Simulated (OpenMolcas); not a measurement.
**Au⁶⁺ among point charges: CASSCF and CASPT2 levels and susceptibility**

Aim: the splitting of the states of Au⁶⁺ in the field of 6 point charges, its lowest levels with spin-orbit coupling and its magnetic susceptibility.

Method: state-averaged CASSCF and CASPT2, spin-orbit coupling by RASSI with atomic mean-field integrals. Code: OpenMolcas 26.06.

## (1) Starting point

```
Species                           : Au⁶⁺ (gold, Z = 79, 73 electrons)
Basis                             : ANO-RCC-VDZP [7s6p4d2f], 59 functions
Scalar Hamiltonian                : DKH2, point nucleus
Inactive shells                   : 1s 2s 2p 3s 3p 3d 4s 4p 4d 4f 5s 5p
Active space                      : 5 electrons in 5 orbitals (5d)
Some configurations of this space : 5d⁵
Orbitals                          : optimised for each spin and parity, averaged over all roots
```

The outer shells:

5d5
```
5d [↑ ][↑ ][↑ ][↑ ][↑ ]
```

The ion sits among 6 point charges of -1.7 e arranged as a tetragonal octahedron (D4h), 1.99 Å from the ion, with the axial distance 1.711 Å.

The work runs as a chain of OpenMolcas steps in one folder; each step below is one input file. Labels, J, g values, rates, χT and fits are worked out afterwards by a script from the matrices that RASSI stores. The input lists half of the charges; inversion (Group=XYZ) makes the rest.

## (2) GATEWAY and SEWARD: basis and integrals

Input file a.inp:

```
&GATEWAY
Coord
1

Au 0.0 0.0 0.0
Basis=ANO-RCC-VDZP
Group=XYZ
NoMove
AngMom=0.0 0.0 0.0
AMFI
XField
3 Angstrom 0
1.990000 0.000000 0.000000 -1.700000
0.000000 1.990000 0.000000 -1.700000
0.000000 0.000000 1.711400 -1.700000
&SEWARD
```

## (3) CASSCF: sextets of even parity, 1 root

Input file a.inp:

```
&RASSCF
FileOrb=start.orb
Symmetry=1
Spin=6
nActEl=5 0 0
Inactive=15 19
Ras2=5 0
CIRoot=1 1 1
SDav=1
CIMx=300
Iter=120 100
PrWF=0.3
OrbListing=Nothing
MaxOrb=0
>>> COPY $Project.JobIph JOB001
```

start.orb holds the contracted functions of the basis, ordered by shell, or the orbitals of the step before.

## (4) CASSCF: quartets of even parity, 24 roots

Input file a.inp:

```
&RASSCF
FileOrb=start.orb
Symmetry=1
Spin=4
nActEl=5 0 0
Inactive=15 19
Ras2=5 0
CIRoot=24 24 1
SDav=24
CIMx=300
Iter=120 100
PrWF=0.3
OrbListing=Nothing
MaxOrb=0
>>> COPY $Project.JobIph JOB002
```

## (5) CASSCF: doublets of even parity, 75 roots

Input file a.inp:

```
&RASSCF
FileOrb=start.orb
Symmetry=1
Spin=2
nActEl=5 0 0
Inactive=15 19
Ras2=5 0
CIRoot=75 75 1
SDav=75
CIMx=300
Iter=120 100
PrWF=0.3
OrbListing=Nothing
MaxOrb=0
>>> COPY $Project.JobIph JOB003
```

## (6) State interaction with spin-orbit coupling

Input file a.inp:

```
&RASSI
NrOfJobIphs=3 1 24 75
1
1 2 3 4 5 6 7 8 9 10 11 12 13 14 15 16 17 18 19 20 21 22 23 24
1 2 3 4 5 6 7 8 9 10 11 12 13 14 15 16 17 18 19 20 21 22 23 24 25 26 27
28 29 30 31 32 33 34 35 36 37 38 39 40 41 42 43 44 45 46 47 48 49 50 51
52 53 54 55 56 57 58 59 60 61 62 63 64 65 66 67 68 69 70 71 72 73 74 75
IphNames
JOB001
JOB002
JOB003
EJob
SpinOrbit
DIPRint=1.0
SOCoupling=1000.0
Subsets=2
Property=9
'ANGMOM' 1 'ANGMOM' 2 'ANGMOM' 3 'MLTPL  1' 1 'MLTPL  1' 2 'MLTPL  1' 3
'AMFI' 1 'AMFI' 2 'AMFI' 3
SOProperty=3
'ANGMOM' 1 'ANGMOM' 2 'ANGMOM' 3
```

## (7) CASPT2: IPEA 0.25, imaginary shift 0.1 (closed shells correlated: 5s 5p)

Input file a.inp:

```
>>> COPY JOB001 $Project.JobIph
&CASPT2
Multistate=1 1
Frozen=14 16
IPEA=0.25
Imaginary=0.1
MaxIter=60
WThr=0.0 0.3 0.05
PrWF=0.5
NoMix
>>> COPY JOB002 $Project.JobIph
&CASPT2
Multistate=24 1 2 3 4 5 6 7 8 9 10 11 12 13 14 15 16 17 18 19 20 21 22
23 24
NoMult
Frozen=14 16
IPEA=0.25
Imaginary=0.1
MaxIter=60
WThr=0.0 0.3 0.05
PrWF=0.5
NoMix
>>> COPY JOB003 $Project.JobIph
&CASPT2
Multistate=75 1 2 3 4 5 6 7 8 9 10 11 12 13 14 15 16 17 18 19 20 21 22
23 24 25 26 27 28 29 30 31 32 33 34 35 36 37 38 39 40 41 42 43 44 45 46
47 48 49 50 51 52 53 54 55 56 57 58 59 60 61 62 63 64 65 66 67 68 69 70
71 72 73 74 75
NoMult
Frozen=14 16
IPEA=0.25
Imaginary=0.1
MaxIter=60
WThr=0.0 0.3 0.05
PrWF=0.5
NoMix
```

(Steps that only read results are left out.)

What does the calculation give? Wanted: spin-free ground state; lowest level; next level.

The runs gave:

```
                 quantity                                                                        value
                   method  SS-CASPT2, IPEA 0.25, imaginary shift 0.1 (closed shells correlated: 5s 5p)
   spin-free ground state                                              6A1, 1-fold in its orbital part
             lowest level                                            2-fold E3/2, g = 1.80, 1.80, 8.49
               next level                                                                   411.8 cm⁻¹
              χT at 300 K                                                               3.35 cm³ K/mol
effective moment at 300 K                                                                      5.17 μB
```

Cost by method:

```tsv
method	time of its own steps	time with the reference
A. CASSCF	21 s	21 s
B. SS-CASPT2, IPEA 0.25, imaginary shift 0.1, +5s 5p	7.5 s	29 s
```

Times are of one thread on a shared host.

What this shows: The spin-free ground state (6A1) comes to 100 % from free-ion S terms and keeps the highest spin of the shell. χT at 300 K is 3.35, against 4.39 cm³ K/mol for the spin alone, so spin-orbit coupling lowers it. An active space of the d shell alone favours high spin; real ions in strong fields can be low spin. The field of point charges can differ much from that of real complexes. With metal d orbitals alone active, the gaps between spin states are rough; where two lie within a few thousand cm-1, their order is open. Point charges carry no covalency, so the field is a model and not that of real ligands.
